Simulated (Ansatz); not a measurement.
# VWC2 (R-3m) in Ansatz: further runs

Runs on VWC2. Level: PBE. Tasks: single point.

All numbers are computed with Ansatz 0.2.0; they aren't measurements. Logs are shortened: lines on timing, memory, paths and dates and some standing lists are left out, and cuts for length are marked.

## (1) Starting point

It takes space group R-3m (No. 166, trigonal). The conventional cell has a = 3.034 Å, b = 3.034 Å, c = 14.802 Å, α = 90.00°, β = 90.00°, γ = 120.00°. W (site symmetry -3m) has 6 C at 2.17 Å as nearest neighbours. Around V (site symmetry -3m) lie 6 C at 2.11 Å. C (site symmetry 3m) has 3 V at 2.11 Å and 3 W at 2.17 Å as nearest neighbours.

The cell comes from a database or a generator and needn't be the stable form of this composition.

## (2) Single point, PBE, collinear spin, program default start

input.yaml reads:

```yaml
crystal:
  lattice:
    - [1.5170411163, 0.8758640969, 4.933893193]
    - [-1.5170411163, 0.8758640969, 4.933893193]
    - [0.0, -1.7517281937, 4.933893193]
  atoms:
    - { symbol: W, position: [0.0, 0.0, 0.0] }
    - { symbol: V, position: [0.5, 0.5, 0.5] }
    - { symbol: C, position: [0.246494, 0.246494, 0.246494] }
    - { symbol: C, position: [0.753506, 0.753506, 0.753506] }
hamiltonian:
  xc: pbe
  pseudopotentials: { kind: paw }
magnetization:
  spin_polarized: true
  initial_magnetization: 0.0
  spin_locking: { lock_magnetization: hard }
kpoints:
  mp_grid: { grid: [9, 9, 9] }
scf:
  occupations: { method: fermi_dirac, width: 0.05 }
  lower_state_search: "off"
output:
  forces: true
  stress: true
  eigenvalues: true
```

Potentials or basis: Ansatz PAW.

On the command line:

```bash
$ ansatz run input.yaml --threads 2 --pin off --max-ram 5632MiB --backend cpu --events-out ev --progress --plain --runs-dir out
```

Log:

```text
Warning: output.stress: scf.convergence.dr2_threshold = 1e-7 eV (the SCF's general default) is looser than the 4e-10 eV advised for a printed stress (1e-10 eV for each atom of the cell: 4). What an SCF threshold leaves in a stress goes as its square root, and in the free energy as the threshold itself, and one threshold admits the most on a small cell: of the crystals measured, under no hybrid functional and no lock of the moments, on runs that ended without the residual-converged pass, on stresses that held no estimate of that error, the worst erred by over 100 MPa in a component at 1e-7 eV an atom and by under 5 at 1e-10. Set scf.convergence.dr2_threshold to 4e-10 eV or tighter. The threshold is an SCF's pass mark: one that does not reach it within its budget of iterations ends unconverged, or closes short of it on a stop that the run arms, and scf.convergence.dr2_threshold's page says what that costs each kind of run
Warning: RAYON_NUM_THREADS=2 ignored (pool sized by the plan → 2); use --threads N
basis.fft_grid_basis auto: the FFT boxes are laid along the combinations [[1, 0, -1], [0, 1, -1], [0, 0, 1]] of the cell's own vectors, 3.034, 3.034 and 5.236 Å long. The dense box has 24×24×36 points. Along the cell's own vectors, as sized, it would have 36×36×36, 2.25 times as many. Of the 12 symmetry operations that the crystal satisfies within crystal.symmetry.tolerance (time reversal apart; of a slab, those that keep its plane) the dense box along the cell's own vectors carries 12, and the one as laid loses 8 of those. basis.fft_grid_basis: typed keeps the cell's own vectors: state it where this run's energies or levels are differenced outside the engine with another run's, or held beside a run that keeps those vectors.
Engine: ansatz 0.2.0, aarch64-unknown-linux-gnu
Pseudopotentials: kind: paw
Pseudopotential: W, paw, valence charge 14, recommended cutoff 420 eV (normal), W.paw.azcp
Pseudopotential: V, paw, valence charge 13, recommended cutoff 420 eV (normal), V.paw.azcp
Pseudopotential: C, paw, valence charge 4, recommended cutoff 420 eV (normal), C.paw.azcp
Functional definition: PBE
  parameter kappa = 0.804
  parameter beta = 0.06672455060314922
  exchange = pbe_x(kappa = kappa, mu = beta*pi^2/3)
  correlation = pbe_c(beta = beta)
Crystal: 4 atoms, lattice volume = 39.335 Å³
Basis set: ecut = 420 eV, 779 PW (Γ), FFT grids on a1−a3, a2−a3, a3, exchange–correlation on 48×48×72 points (8 copies of the dense FFT grid, shifted against one another)
Bands: 22, of which v1, the nominal top of the filled ones, is band 18 counted from 1 (17 counted from 0)
Symmetry: 12 space group operations
Space group: R-3m (ITA 166), of the structure as read, at distance tolerance 3.4e-5 Å
k-points: 85 of 729
Non-local potential: W, projectors of the file, l = 0: 3, l = 1: 2, l = 2: 2, l = 3: 1
Non-local potential: V, projectors of the file, l = 0: 3, l = 1: 2, l = 2: 3, l = 3: 1
Non-local potential: C, projectors of the file, l = 0: 2, l = 1: 2, l = 2: 1
PAW form: soft (Blöchl's): semilocal exchange-correlation on the pseudo side does not see the compensation charge
PAW one-centre angular grid: W, 590 points (default); XC on 64 Gauss nodes
[... 14 lines left out ...]
SCF iter   8: F=—  HF=-13799.566697 eV  |F-HF|=—  |Δ(HF+E_count)|=   7.33e-5  Δρ=2.13e-4 (↑2.13e-4 ↓2.13e-4)  dr2=1.20e-4  dr2_m=0.00e0  M=0.000 μB ∫|m|=0.000 μB  β_m=0.91  ethr=4.26e-6  ⟨swp⟩=2.0  Hψ=2434  notcnv=0
SCF iter   9: F=—  HF=-13799.566682 eV  |F-HF|=—  |Δ(HF+E_count)|=   1.56e-5  Δρ=6.46e-5 (↑6.46e-5 ↓6.46e-5)  dr2=1.35e-5  dr2_m=0.00e0  M=0.000 μB ∫|m|=0.000 μB  β_m=0.96  ethr=3.42e-7  ⟨swp⟩=2.2  Hψ=2769  notcnv=0
SCF iter  10: F=—  HF=-13799.566673 eV  |F-HF|=—  |Δ(HF+E_count)|=   8.30e-6  Δρ=1.44e-5 (↑1.44e-5 ↓1.44e-5)  dr2=5.95e-7  dr2_m=0.00e0  M=0.000 μB ∫|m|=0.000 μB  β_m=0.97  ethr=3.87e-8  ⟨swp⟩=1.9  Hψ=2147  notcnv=0
SCF iter  11: F=-13799.566673 eV  HF=-13799.566673 eV  |F-HF|=7.37e-8  |Δ(HF+E_count)|=   3.30e-8  Δρ=6.72e-6 (↑6.72e-6 ↓6.72e-6)  dr2=8.09e-8  dr2_m=0.00e0  M=0.000 μB ∫|m|=0.000 μB  ethr=2.86e-10  ⟨swp⟩=5.5  Hψ=7713  notcnv=0
SCF 1 converged in 11 iterations: F = -13799.566673 eV  dr2 = 8.09e-8
SCF converged after 11 iterations
Stability checked in part: among states of this total moment the steps that led to this state did not find it unstable. No probe was made; neither looks for a lower state of another moment (fixed_total_moment; see scf.lower_state_search)
Magnetization: 0.0000 μB (17.5000 up, 17.5000 down)
Absolute magnetization: 0.0000 μB (∫|ρ↑−ρ↓|)
Spin contamination: 0.0000 ħ² per cell (⟨S²⟩ above its minimum at these occupations)
Per-site moments (μB) at R_I (Å): [(0.0, 0.8962479804019856), (0.0, 0.8716037809886276), (0.0, 0.8716037809886276), (0.0, 0.8716037809886279)]
Free energy (F): -13799.566673 eV
Harris-Foulkes:  -13799.566673 eV  (|F-HF|=7.37e-8)
Internal energy: -13799.546108 eV  (E = F + TS)
E sigma→0 (E₀):  -13799.556391 eV
Entropy (-TS):   -0.020565 eV (-5.141 meV/atom)
Fermi energy:    19.613052 (↑ 19.613052, ↓ 19.613052) eV
--- Per-component energies (eV) ---
  E_band       = -179.517513
  E_kinetic    = 967.468580
  E_local      = -1611.549100  (includes V_loc(G=0)·N_el)
  E_nonlocal   = 4.788764
  E_hartree    = 659.838687
  E_xc         = -495.839301
  E_vxc        = -526.498211  (∫ρ·V_xc dr)
  E_paw        = -9871.712571  (= ΣΔE_a)
  E_vpaw       = -333.395075  (= ΣTr[D̂ρ^β])
  E_aug_tail   = 0.000219  (compensation charges beyond the density's cutoff)
  E_ewald      = -3452.541385
  E_smearing   = -0.020565  (= −TS)
  E_closure    = -0.000000  (closes the sum)
  Σ components = -13799.566673   (vs F -13799.566673, Δ=0.00e0)
--- Forces (eV/Å), atoms counted from 1 ---
  atom   1  W     -0.00000000    -0.00000000     0.00000000
  atom   2  V     -0.00000000     0.00000000     0.00000000
  atom   3  C      0.00000000     0.00000000     0.10059812
  atom   4  C      0.00000000    -0.00000000    -0.10059812
  max |Σ_I F_I| component: 4.16e-17 eV/Å
--- Stress (GPa, compression-positive) ---
       -2.896821       0.000000       0.000000
        0.000000      -2.896821       0.000000
        0.000000       0.000000      -0.326155
  P = ⅓ Tr σ = -2.0399 GPa (-20.399 kbar)
--- Band table (eV; the first three rows and the last of 170) ---
  k-point 0 ↑: bands = ["-55.5506", "-45.5625", "-19.9821", "-19.6116", "-19.6116", "-19.3511", "-19.2900", "-19.2900", "4.5247", "8.8873", "10.8501", "13.9819", "13.9819", "17.7183", "17.7183", "17.8018", "19.0972", "19.0972", "19.4654", "19.4654", "19.5180", "20.6196"]
  k-point 1 ↑: bands = ["-55.5467", "-45.5591", "-19.9609", "-19.6776", "-19.6265", "-19.3568", "-19.3195", "-19.2969", "4.8253", "8.6628", "11.2024", "14.0532", "14.1474", "16.8410", "17.1806", "17.2981", "17.8570", "18.8229", "19.9640", "20.3256", "20.4494", "20.7710"]
  k-point 2 ↑: bands = ["-55.5367", "-45.5506", "-19.9048", "-19.8423", "-19.6642", "-19.3929", "-19.3740", "-19.3144", "5.6363", "8.2615", "11.9906", "14.1055", "14.5289", "14.8644", "16.1209", "16.5236", "17.9457", "19.3207", "20.1961", "20.3281", "20.6993", "21.7613"]
  k-point 84 ↓: bands = ["-55.5466", "-45.5592", "-19.8617", "-19.6871", "-19.6254", "-19.4575", "-19.3159", "-19.2981", "5.8697", "6.7023", "13.8001", "13.9680", "14.8447", "15.4046", "15.5297", "16.0369", "18.2908", "18.8147", "19.6570", "19.8435", "20.6634", "21.2962"]
```

Wall time 3.5 s (2 threads of Arm Neoverse V1, shared host); peak memory 0.4 GiB.

Results:

```yaml
Free_energy: -13799.5667 eV
Pressure: -2.0 GPa
Largest_force: 0.101 eV/Å
Net_moment: 0.00 μB per cell
Absolute_moment: 0.00 μB per cell
```

Forces on the atoms (eV/Å):
```
W    0.000  0.000  0.000
V    0.000  0.000  0.000
C    0.000  0.000  0.101
C    0.000  0.000 -0.101
```

Caveat: the pressure holds a Pulay correction of +0.4 GPa for the finite cutoff; the total moment is fixed, so each spin has its own Fermi level; the thresholds are loose for stress. Spin-orbit coupling is left out, which matters for the levels of W.

## (3) Single point, PBE, collinear spin, ferromagnetic start

Changes to input.yaml since step 2:

```diff
@@ -7,3 +7,3 @@
     - { symbol: W, position: [0.0, 0.0, 0.0] }
-    - { symbol: V, position: [0.5, 0.5, 0.5] }
+    - { symbol: V, position: [0.5, 0.5, 0.5], spin: 0.5 }
     - { symbol: C, position: [0.246494, 0.246494, 0.246494] }
@@ -15,3 +15,3 @@
   spin_polarized: true
-  initial_magnetization: 0.0
+  initial_magnetization: 0.5
   spin_locking: { lock_magnetization: hard }
@@ -26 +26,5 @@
   eigenvalues: true
+  write_density: true
+  write_potential: true
+  elf: true
+  volumetric_format: npy
```

Potentials or basis: Ansatz PAW.

On the command line:

```bash
$ ansatz run input.yaml --threads 2 --pin off --max-ram 5632MiB --backend cpu --events-out ev --progress --plain --runs-dir out
```

Log:

```text
Warning: output.stress: scf.convergence.dr2_threshold = 1e-7 eV (the SCF's general default) is looser than the 4e-10 eV advised for a printed stress (1e-10 eV for each atom of the cell: 4). What an SCF threshold leaves in a stress goes as its square root, and in the free energy as the threshold itself, and one threshold admits the most on a small cell: of the crystals measured, under no hybrid functional and no lock of the moments, on runs that ended without the residual-converged pass, on stresses that held no estimate of that error, the worst erred by over 100 MPa in a component at 1e-7 eV an atom and by under 5 at 1e-10. Set scf.convergence.dr2_threshold to 4e-10 eV or tighter. The threshold is an SCF's pass mark: one that does not reach it within its budget of iterations ends unconverged, or closes short of it on a stop that the run arms, and scf.convergence.dr2_threshold's page says what that costs each kind of run
Warning: RAYON_NUM_THREADS=2 ignored (pool sized by the plan → 2); use --threads N
basis.fft_grid_basis auto: the FFT boxes are laid along the combinations [[1, -1, 0], [0, 1, 0], [0, -1, 1]] of the cell's own vectors, 3.034, 5.236 and 3.034 Å long. The dense box has 24×36×24 points. Along the cell's own vectors, as sized, it would have 36×36×36, 2.25 times as many. Of the 12 symmetry operations that the crystal satisfies within crystal.symmetry.tolerance (time reversal apart; of a slab, those that keep its plane) the dense box along the cell's own vectors carries 12, and the one as laid loses 8 of those. basis.fft_grid_basis: typed keeps the cell's own vectors: state it where this run's energies or levels are differenced outside the engine with another run's, or held beside a run that keeps those vectors. Those combinations have planes normal to reciprocal vector 3, as the cell's own vectors have. Each planar average written beside output.write_density, output.write_potential has a row for each plane of the box: 24. The volumetric files lie along those combinations, not along the cell's own vectors: a cube or XSF file states them, and fields.json those of NumPy files.
[... 5 set-up lines as earlier in the session ...]
[... 71 lines left out ...]
  atom   2  V     -0.00000000    -0.00000000     0.00000000
  atom   3  C      0.00000000     0.00000000     0.09418408
  atom   4  C     -0.00000000    -0.00000000    -0.09418408
  max |Σ_I F_I| component: 2.89e-19 eV/Å
--- Stress (GPa, compression-positive) ---
       -1.769007       0.000000       0.000000
        0.000000      -1.769007       0.000000
        0.000000       0.000000      -1.041626
  P = ⅓ Tr σ = -1.5265 GPa (-15.265 kbar)
--- Band table (eV; the first three rows and the last of 170) ---
  k-point 0 ↑: bands = ["-55.5609", "-45.7446", "-20.0414", "-19.6311", "-19.6311", "-19.5100", "-19.4574", "-19.4574", "4.5073", "8.8767", "10.8185", "13.9526", "13.9526", "17.6232", "17.6232", "17.6811", "19.0149", "19.0149", "19.4617", "19.4617", "19.5170", "20.5021"]
  k-point 1 ↑: bands = ["-55.5570", "-45.7413", "-20.0190", "-19.6965", "-19.6457", "-19.5171", "-19.4873", "-19.4646", "4.8082", "8.6517", "11.1710", "14.0248", "14.1185", "16.7899", "17.1148", "17.2314", "17.7477", "18.7501", "19.9031", "20.1984", "20.3537", "20.7376"]
  k-point 2 ↑: bands = ["-55.5470", "-45.7328", "-19.9577", "-19.8606", "-19.6828", "-19.5610", "-19.5396", "-19.4826", "5.6200", "8.2500", "11.9601", "14.0763", "14.5020", "14.8301", "16.0589", "16.4749", "17.8464", "19.2309", "20.0759", "20.1905", "20.6075", "21.7003"]
  k-point 84 ↓: bands = ["-55.5248", "-45.3321", "-19.8385", "-19.6535", "-19.5966", "-19.2376", "-19.0955", "-19.0764", "5.8815", "6.7206", "13.8265", "13.9928", "14.8679", "15.4662", "15.5989", "16.0962", "18.3865", "18.9277", "19.7934", "19.9722", "20.8203", "21.3211"]
```

rho_z.tsv:

```text
# z_ang	rho[e/angstrom^3]	rho_spin[e/angstrom^3]
# format = ansatz-planar-average/11
# lattice	1.517041116	0.875864097	4.933893193
# lattice	-1.517041116	0.875864097	4.933893193
# lattice	0.000000000	-1.751728194	4.933893193
# sites	4
# site	74	0.000000000	0.000000000	0.000000000
# site	23	0.000000000	0.000000000	7.400839790
# site	6	0.000000000	0.000000000	3.648525206
# site	6	0.000000000	0.000000000	11.153154373
0.000000	9.470681e-1	3.605155e-3
0.218151	9.427864e-1	3.725980e-3
0.436303	9.245786e-1	4.112605e-3
0.654454	8.828963e-1	4.795366e-3
0.872606	8.184827e-1	5.798826e-3
1.090757	7.510117e-1	7.236302e-3
[... 16 lines left out ...]
4.799330	9.245786e-1	4.112605e-3
5.017482	9.427864e-1	3.725980e-3
```

v_z.tsv:

```text
# z_ang	v_es[eV]	v_tot_up[eV]	v_tot_dn[eV]
# format = ansatz-planar-average/11
# xc	pbe
# density_cutoff_ev	1680
# datasets	W=:simpson_from_first_knot:soft	V=:simpson_from_first_knot:soft	C=:simpson_from_first_knot:soft
# lattice	1.517041116	0.875864097	4.933893193
# lattice	-1.517041116	0.875864097	4.933893193
# lattice	0.000000000	-1.751728194	4.933893193
# sites	4
# site	74	0.000000000	0.000000000	0.000000000
# site	23	0.000000000	0.000000000	7.400839790
# site	6	0.000000000	0.000000000	3.648525206
# site	6	0.000000000	0.000000000	11.153154373
0.000000	6.988813e0	-7.195373e0	-7.187696e0
0.218151	6.833619e0	-7.312076e0	-7.299132e0
0.436303	6.504281e0	-7.510931e0	-7.481890e0
0.654454	6.162915e0	-7.636323e0	-7.585487e0
0.872606	5.855925e0	-7.700427e0	-7.628654e0
1.090757	5.722686e0	-7.621116e0	-7.527669e0
[... 16 lines left out ...]
4.799330	6.504281e0	-7.510931e0	-7.481890e0
5.017482	6.833619e0	-7.312076e0	-7.299132e0
```

It took 11 s on 2 threads of Arm Neoverse V1, shared host; peak memory 0.42 GiB.

Results:

```
Free energy     : -13799.5409 eV
Pressure        : -1.5 GPa
Largest force   : 0.094 eV/Å
Net moment      : 0.50 μB per cell
Absolute moment : 0.52 μB per cell
Site moments    : W +0.04; V +0.34; C -0.00 μB
```

Forces in eV/Å, atoms in the order of the input:
```
W    0.000  0.000  0.000
V    0.000  0.000  0.000
C    0.000  0.000  0.094
C    0.000  0.000 -0.094
```

Caveat: the pressure holds a Pulay correction of +0.4 GPa for the finite cutoff; the total moment is fixed, so each spin has its own Fermi level; the thresholds are loose for stress.

## (4) Single point, PBE, collinear spin, ferromagnetic start

Changes to input.yaml since step 3:

```diff
@@ -7,3 +7,3 @@
     - { symbol: W, position: [0.0, 0.0, 0.0] }
-    - { symbol: V, position: [0.5, 0.5, 0.5], spin: 0.5 }
+    - { symbol: V, position: [0.5, 0.5, 0.5], spin: 1.0 }
     - { symbol: C, position: [0.246494, 0.246494, 0.246494] }
@@ -15,3 +15,3 @@
   spin_polarized: true
-  initial_magnetization: 0.5
+  initial_magnetization: 1.0
   spin_locking: { lock_magnetization: hard }
@@ -26,5 +26 @@
   eigenvalues: true
-  write_density: true
-  write_potential: true
-  elf: true
-  volumetric_format: npy
```

On the command line:

```bash
$ ansatz run input.yaml --threads 2 --pin off --max-ram 5632MiB --backend cpu --events-out ev --progress --plain --runs-dir out
```

Wall time 7.2 s (2 threads of Arm Neoverse V1, shared host); peak memory 0.41 GiB.

The run converged. Its results:

| Item | Value |
| --- | --- |
| Free energy | -13799.4536 eV |
| Pressure | -0.2 GPa |
| Largest force | 0.167 eV/Å |
| Net moment | 1.00 μB per cell |
| Absolute moment | 1.02 μB per cell |
| Site moments | W +0.11; V +0.64; C +0.00 μB |

Forces on the atoms (eV/Å):
```
W    0.000  0.000  0.000
V    0.000  0.000  0.000
C    0.000  0.000  0.167
C    0.000  0.000 -0.167
```

Stress tensor (GPa, compression positive):
```
-0.05  0.00  0.00
 0.00 -0.05  0.00
 0.00  0.00 -0.40
```

Caveat: the pressure holds a Pulay correction of +0.4 GPa for the finite cutoff; the total moment is fixed, so each spin has its own Fermi level; the thresholds are loose for stress. The run has no spin-orbit coupling, so splittings on W are missing.

## (5) Summary

| spin | fixed moment (μB) | pressure (GPa) | moment (μB) | largest force (eV/Å) |
| --- | --- | --- | --- | --- |
| collinear, program default start | 0.0 | -2.0 | 0.00 | 0.10 |
| collinear, ferromagnetic start | 0.5 | -1.5 | 0.50 | 0.09 |
| collinear, ferromagnetic start | 1.0 | -0.2 | 1.00 | 0.17 |

Alike in all rows: task single point; level PBE; potentials or basis Ansatz PAW; cell as given; k mesh 9 × 9 × 9; cutoff (eV) 420; smearing fermi-dirac 0.05 eV.

Caveats: the total moment is fixed, so each spin has its own Fermi level; the thresholds are loose for stress.

Total energies depend on the potentials used, so only differences within one code and one set of settings carry meaning.
